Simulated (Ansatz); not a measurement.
# triplet CH5FOSn at 6 levels

We compute a comparison of 6 runs (UHF/def2-SVP, U-r2SCAN/def2-SVP, UB3LYP/def2-SVP, UCAM-B3LYP/def2-SVP, UCCSD/def2-SVP, UCCSD(T)/def2-SVP) of triplet CH5FOSn. 

The calculation is run with Ansatz 0.2.0.

117 further runs of the same task are left out: 117 set aside as unsound or not needed. Runs told in other sessions of the task aren't counted.

### Step 1. The molecule

CH5FOSn: 9 atoms, total charge 0, spin state triplet. As SMILES of the parent species, `FC[O][SnH3]`. Geometry: relaxed at PBE0-D4/def2-TZVP. This is one conformer, not always the lowest. That shape belongs to the parent species and isn't relaxed for this state.

Bond lengths: F1–C2 1.398 Å, C2–O3 1.354 Å, O3–Sn4 1.991 Å, C2–H5 1.100 Å, C2–H6 1.095 Å, Sn4–H7 1.705 Å, Sn4–H8 1.700 Å, Sn4–H9 1.699 Å. Some angles: F1–C2–O3 110.7°, C2–O3–Sn4 118.4°, F1–C2–H5 105.2°, F1–C2–H6 106.7°, O3–C2–H5 113.4°, O3–C2–H6 109.7°, O3–Sn4–H7 106.3°, O3–Sn4–H8 101.6°, O3–Sn4–H9 108.3°, H5–C2–H6 110.9°.

### Step 2. A single-point energy at UHF/def2-SVP (core potential) (run 1)

File molecule.yaml:

```yaml
crystal:
  periodic: [false, false, false]
  atoms:
    - {symbol: F, position_ang: [-0.596800, 1.754200, 0.031500]}
    - {symbol: C, position_ang: [-1.291500, 0.566100, 0.277800]}
    - {symbol: O, position_ang: [-0.736000, -0.463400, -0.405000]}
    - {symbol: Sn, position_ang: [1.239300, -0.701500, -0.319700]}
    - {symbol: H, position_ang: [-1.258800, 0.434000, 1.369300]}
    - {symbol: H, position_ang: [-2.319100, 0.724600, -0.066100]}
    - {symbol: H, position_ang: [1.690100, -0.390300, 1.294800]}
    - {symbol: H, position_ang: [1.407800, -2.333100, -0.765300]}
    - {symbol: H, position_ang: [1.953500, 0.363100, -1.434400]}
basis:
  gaussian:
    orbitals: def2-SVP
magnetization:
  spin_polarized: true
  initial_magnetization: 2
hamiltonian:
  xc: hf
accuracy: high
output: {orbitals: {seedname: orbitals}}
```

Launch:

```sh
$ ansatz run molecule.yaml --threads 1 --pin off --max-ram 3480MiB --events-out events.jsonl --progress --plain --runs-dir runs
```

Log:

```text
Warning: RAYON_NUM_THREADS=1 ignored (pool sized by the plan → 1); use --threads N
Functional definition: HF
  name "HF"
  exchange = exact_x
  correlation = 0
2278 factors; integrals over basis functions are off by at most 3.6e-9 eV
mean field evaluation 1: about -11641.9035 eV, gradient 2.4e1 eV
mean field evaluation 2: about -11642.0712 eV, gradient 2.4e1 eV
mean field evaluation 4: about -11645.9115 eV, gradient 4.7e0 eV
mean field evaluation 8: about -11646.7340 eV, gradient 6.3e-1 eV
mean field evaluation 16: about -11646.7793 eV, gradient 6.6e-4 eV
mean field evaluation 32: about -11644.4700 eV, gradient 1.9e1 eV
mean field evaluation 64: about -11646.7745 eV, gradient 5.5e-1 eV
mean field evaluation 96: about -11639.1745 eV, gradient 1.1e1 eV
mean field evaluation 128: about -11643.3584 eV, gradient 5.6e0 eV
mean field evaluation 160: about -11646.2412 eV, gradient 8.1e-1 eV
mean field evaluation 192: about -11643.8138 eV, gradient 1.5e1 eV
mean field evaluation 224: about -11646.7793 eV, gradient 7.8e-3 eV
mean field evaluation 256: about -11646.7793 eV, gradient 1.7e-7 eV
mean field -11646.77932928 eV, -428.0112458803 hartree, gradient 2.0e-8 eV, S^2 2.018088; 3 other end points of the search recorded, 0 dependent functions left out
reference -11646.77932928 eV, -428.0112458803 hartree; 26, 24 occupied and 67, 69 virtual orbitals, 2278 factors
Total energy: -11646.77932928 eV, -428.0112458803 hartree
```

Run time: 30 s. Hardware: 1 thread of Arm Neoverse V1, shared host; peak memory 0.52 GiB.

### Step 3. The energy at U-r2SCAN/def2-SVP (core potential) (run 2)

File in.yaml:

```yaml
crystal:
  periodic: [false, false, false]
  atoms:
    - {symbol: F, position_ang: [-0.596800, 1.754200, 0.031500]}
    - {symbol: C, position_ang: [-1.291500, 0.566100, 0.277800]}
    - {symbol: O, position_ang: [-0.736000, -0.463400, -0.405000]}
    - {symbol: Sn, position_ang: [1.239300, -0.701500, -0.319700]}
    - {symbol: H, position_ang: [-1.258800, 0.434000, 1.369300]}
    - {symbol: H, position_ang: [-2.319100, 0.724600, -0.066100]}
    - {symbol: H, position_ang: [1.690100, -0.390300, 1.294800]}
    - {symbol: H, position_ang: [1.407800, -2.333100, -0.765300]}
    - {symbol: H, position_ang: [1.953500, 0.363100, -1.434400]}
basis:
  gaussian:
    orbitals: def2-SVP
magnetization:
  spin_polarized: true
  initial_magnetization: 2
hamiltonian:
  xc: {name: r2SCAN}
accuracy: high
output: {orbitals: {seedname: orbitals}}
```

Launch:

```sh
$ ansatz run in.yaml --threads 1 --pin off --max-ram 3480MiB --events-out events.jsonl --progress --plain --runs-dir runs
```

Log:

```text
Warning: RAYON_NUM_THREADS=1 ignored (pool sized by the plan → 1); use --threads N
Functional definition: r2SCAN
  name "r2SCAN"
  parameter k0 = 0.174
  parameter k1 = 0.065
  parameter a1 = 4.9479
  exchange = r2scan_x(k0 = k0, k1 = k1, a1 = a1)
  correlation = r2scan_c
2278 factors; integrals over basis functions are off by at most 3.6e-9 eV
mean field evaluation 1: about -11696.9911 eV, gradient 3.3e1 eV
mean field evaluation 2: about -11652.1722 eV, gradient 9.8e1 eV
mean field evaluation 4: about -11701.4067 eV, gradient 1.3e1 eV
mean field evaluation 8: about -11702.0637 eV, gradient 3.3e-1 eV
mean field evaluation 16: about -11702.0616 eV, gradient 1.6e-3 eV
mean field evaluation 32: about -11702.0616 eV, gradient 2.1e-7 eV
mean field evaluation 64: about -11701.8116 eV, gradient 5.5e0 eV
mean field -11702.06159546 eV, -430.0428316909 hartree, gradient 6.2e-8 eV, S^2 2.005972; 6 other end points of the search recorded, 0 dependent functions left out
reference -11702.06159860 eV, -430.0428318064 hartree; 26, 24 occupied and 67, 69 virtual orbitals, 2278 factors
Total energy: -11702.06159860 eV, -430.0428318064 hartree
```

Wall time 50 s (1 thread of Arm Neoverse V1, shared host); peak memory 0.51 GiB.

### Step 4. A single-point energy at UB3LYP/def2-SVP (core potential) (run 3)

File input.yaml:

```yaml
crystal:
  periodic: [false, false, false]
  atoms:
    - {symbol: F, position_ang: [-0.596800, 1.754200, 0.031500]}
    - {symbol: C, position_ang: [-1.291500, 0.566100, 0.277800]}
    - {symbol: O, position_ang: [-0.736000, -0.463400, -0.405000]}
    - {symbol: Sn, position_ang: [1.239300, -0.701500, -0.319700]}
    - {symbol: H, position_ang: [-1.258800, 0.434000, 1.369300]}
    - {symbol: H, position_ang: [-2.319100, 0.724600, -0.066100]}
    - {symbol: H, position_ang: [1.690100, -0.390300, 1.294800]}
    - {symbol: H, position_ang: [1.407800, -2.333100, -0.765300]}
    - {symbol: H, position_ang: [1.953500, 0.363100, -1.434400]}
basis:
  gaussian: {orbitals: def2-SVP}
hamiltonian: {xc: {name: B3LYP}}
accuracy: high
output: {orbitals: {seedname: orbitals}}
magnetization: {spin_polarized: true, initial_magnetization: 2}
```

Launch:

```sh
$ ansatz run input.yaml --threads 1 --pin off --max-ram 3480MiB --events-out events.jsonl --progress --plain --runs-dir runs
```

Log:

```text
Warning: RAYON_NUM_THREADS=1 ignored (pool sized by the plan → 1); use --threads N
Functional definition: B3LYP
  name "B3LYP"
  parameter a0 = 0.2
  parameter ax = 0.72
  parameter ac = 0.81
  exchange = (1 - a0 - ax)*slater_x + ax*b88_x + a0*exact_x
  correlation = (1 - ac)*vwn_rpa_c + ac*lyp_c
2278 factors; integrals over basis functions are off by at most 3.6e-9 eV
mean field evaluation 1: about -11699.4944 eV, gradient 3.4e1 eV
mean field evaluation 2: about -11667.5256 eV, gradient 8.7e1 eV
mean field evaluation 4: about -11703.8523 eV, gradient 1.3e1 eV
mean field evaluation 8: about -11704.4826 eV, gradient 5.3e-1 eV
mean field evaluation 16: about -11704.6451 eV, gradient 2.0e-2 eV
mean field evaluation 32: about -11704.6451 eV, gradient 4.6e-6 eV
mean field -11704.64508169 eV, -430.1377730588 hartree, gradient 7.7e-8 eV, S^2 2.005399; 7 other end points of the search recorded, 0 dependent functions left out
reference -11704.64512360 eV, -430.1377745988 hartree; 26, 24 occupied and 67, 69 virtual orbitals, 2278 factors
Total energy: -11704.64512360 eV, -430.1377745988 hartree
```

Run time: 33 s. Hardware: 1 thread of Arm Neoverse V1, shared host; peak memory 0.51 GiB.

Runs 4 to 5 aren't shown in full; the table further down has their settings and results.

### Step 5. A single-point energy at UCCSD(T)/def2-SVP (core potential) (run 6)

File molecule.yaml:

```yaml
crystal:
  periodic: [false, false, false]
  atoms:
    - symbol: F
      position_ang: [-0.596800, 1.754200, 0.031500]
    - symbol: C
      position_ang: [-1.291500, 0.566100, 0.277800]
    - symbol: O
      position_ang: [-0.736000, -0.463400, -0.405000]
    - symbol: Sn
      position_ang: [1.239300, -0.701500, -0.319700]
    - symbol: H
      position_ang: [-1.258800, 0.434000, 1.369300]
    - symbol: H
      position_ang: [-2.319100, 0.724600, -0.066100]
    - symbol: H
      position_ang: [1.690100, -0.390300, 1.294800]
    - symbol: H
      position_ang: [1.407800, -2.333100, -0.765300]
    - symbol: H
      position_ang: [1.953500, 0.363100, -1.434400]
basis:
  gaussian:
    orbitals: def2-SVP
magnetization:
  spin_polarized: true
  initial_magnetization: 2
correlation:
  method: ccsd_t
  frozen_orbitals: {C: 1, F: 1, H: 0, O: 1, Sn: 4}
accuracy: high
scf:
  omitted_lower_state_checks: [cluster_reference, increment]
```

Launch:

```sh
$ ansatz run molecule.yaml --threads 1 --pin off --max-ram 3480MiB --events-out events.jsonl --progress --plain --runs-dir runs
```

Log:

```text
Warning: RAYON_NUM_THREADS=1 ignored (pool sized by the plan → 1); use --threads N
[... 16 lines left out ...]
7 core orbitals not correlated: weight in the atoms' cores, before any rotation towards them, 1.000 or more for the frozen orbitals, at most 0.000 for the correlated occupied ones
[... 49 lines left out ...]
Total energy: -11664.80058085 eV, -428.6735146603 hartree
Checks for a lower state left out: cluster_reference, increment
```

Wall time 6.4 min (1 thread of Arm Neoverse V1, shared host); peak memory 1.5 GiB.

### Step 6. Overview of the runs

```tsv
run	level	frozen core orbitals	energy (Eh)	HOMO energy (eV)	⟨S²⟩	wall time
1	UHF/def2-SVP (core potential)	–	-428.011246	-3.86	2.018	30 s
2	U-r2SCAN/def2-SVP (core potential)	–	-430.042832	-1.61	2.006	50 s
3	UB3LYP/def2-SVP (core potential)	–	-430.137775	-2.00	2.005	33 s
4	UCAM-B3LYP/def2-SVP (core potential)	–	-429.967139	-3.18	2.006	40 s
5	UCCSD/def2-SVP (core potential)	7	-428.657285	–	2.018	5.1 min
6	UCCSD(T)/def2-SVP (core potential)	7	-428.673515	–	2.018	6.4 min
```

### Step 7. What came out

```
                                          quantity          value
                               run 6: total energy  -428.67351 Eh
run 6: correlation energy (7 core orbitals frozen)     -662.3 mEh
                             run 6: (T) correction     -16.23 mEh
          run 6: ⟨S²⟩ of the reference determinant          2.018
                              run 6: T1 diagnostic          0.026
```

**Reading.** Below the UHF energy at the same shape and in the same basis (def2-SVP): UCCSD -646.0 mEh; UCCSD(T) -662.3 mEh. Totals of different functionals can't be ranked against each other. All runs together took 14 min, the longest 6.4 min.
